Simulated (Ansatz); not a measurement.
**SbCl3: up Jacob's ladder to CCSD(T)**

An exercise on one series of results from a longer session: the logs are not shown, and one member is left open.

Method: functionals in def2-TZVPP, the program's frozen cores in correlated methods; program: Ansatz 0.2.0, Gaussian basis.

The runs, in order: LDA (SPW92), PBE-D4, revPBE-D4, BLYP-D4, r2SCAN-D4, B97M-V, PBE0-D4, B3LYP-D4, r2SCANh-D4, r2SCAN0-D4, HSE06-D4, BHLYP-D4, CAM-B3LYP-D4, LC-ωPBE, ωB97X-V, ωB97M-V, B2PLYP, PBE-QIDH; CCSD(T)/def2-SVP; CCSD(T)/def2-TZVPP; MP2/def2-QZVPP; extrapolation to the limit; RPA on PBE.

## Structure used throughout

All runs share one geometry, relaxed beforehand with PBE0-D4 in a triple-zeta def2 set. Sb takes the def2 core potential; no spin-orbit term is included.

SMILES `[Cl][Sb]([Cl])[Cl]`, 4 atoms, charge 0, spin multiplicity 1.

Atoms are counted from 1 here; the program's logs count them from 0.

Bond lengths: Cl1–Sb2 2.334 Å, Sb2–Cl3 2.334 Å, Sb2–Cl4 2.334 Å. Angles: Cl1–Sb2–Cl3 97.6°, Cl1–Sb2–Cl4 97.6°, Cl3–Sb2–Cl4 97.6°.

Set-up of the first run:

The input, in.yaml:

```yaml
crystal:
  periodic: [false, false, false]
  atoms:
    - {symbol: Cl, position_ang: [0.486566, 0.283737, 1.965035]}
    - {symbol: Sb, position_ang: [0.805944, -0.223859, -0.290798]}
    - {symbol: Cl, position_ang: [-0.943872, -1.752726, -0.512525]}
    - {symbol: Cl, position_ang: [-0.293039, 1.632547, -1.182112]}
basis:
  gaussian: {orbitals: def2-TZVPP}
hamiltonian: {xc: lda}
output: {orbitals: {seedname: orbitals}}
```

Steps of the session up to this table: LDA; PBE-D4 (GGA); revPBE-D4 (GGA); BLYP-D4 (GGA); r2SCAN-D4 (meta-GGA); B97M-V (meta-GGA); PBE0-D4 (hybrid); B3LYP-D4 (hybrid); r2SCANh-D4 (hybrid); r2SCAN0-D4 (hybrid); HSE06-D4 (hybrid); BHLYP-D4 (hybrid); CAM-B3LYP-D4 (range-separated); LC-ωPBE-D4 (range-separated; the results give it without D4); ωB97X-V (range-separated); ωB97M-V (range-separated); B2PLYP (double hybrid); PBE-QIDH (double hybrid).

One table of the session follows, with a row left open; its other results are not shown here.

It belongs to the step «Frontier levels by functional». 

| functional | HOMO (eV) | LUMO (eV) | gap (eV) |
| --- | --- | --- | --- |
| LDA (SPW92) | -7.61 | -2.89 | 4.71 |
| PBE-D4 | -7.42 | -2.63 | 4.80 |
| revPBE-D4 | ? | ? | ? |
| BLYP-D4 | -7.27 | -2.51 | 4.76 |
| r2SCAN-D4 | -7.75 | -2.50 | 5.25 |
| B97M-V | -7.72 | -2.41 | 5.31 |
| PBE0-D4 | -8.56 | -1.91 | 6.65 |
| B3LYP-D4 | -8.35 | -2.11 | 6.24 |
| r2SCANh-D4 | -8.16 | -2.23 | 5.93 |
| r2SCAN0-D4 | -8.77 | -1.83 | 6.94 |
| HSE06-D4 | -8.17 | -2.27 | 5.90 |
| BHLYP-D4 | -9.55 | -1.08 | 8.47 |
| CAM-B3LYP-D4 | -9.78 | -0.93 | 8.86 |
| LC-ωPBE | -11.03 | 0.16 | 11.19 |
| ωB97X-V | -10.71 | 0.07 | 10.79 |
| ωB97M-V | -10.57 | -0.05 | 10.52 |

Estimate the missing values for revPBE-D4.

As computed: HOMO (eV): -7.36; LUMO (eV): -2.53; gap (eV): 4.83. In the column «HOMO (eV)» it lies between PBE-D4 (-7.42) and BLYP-D4 (-7.27).
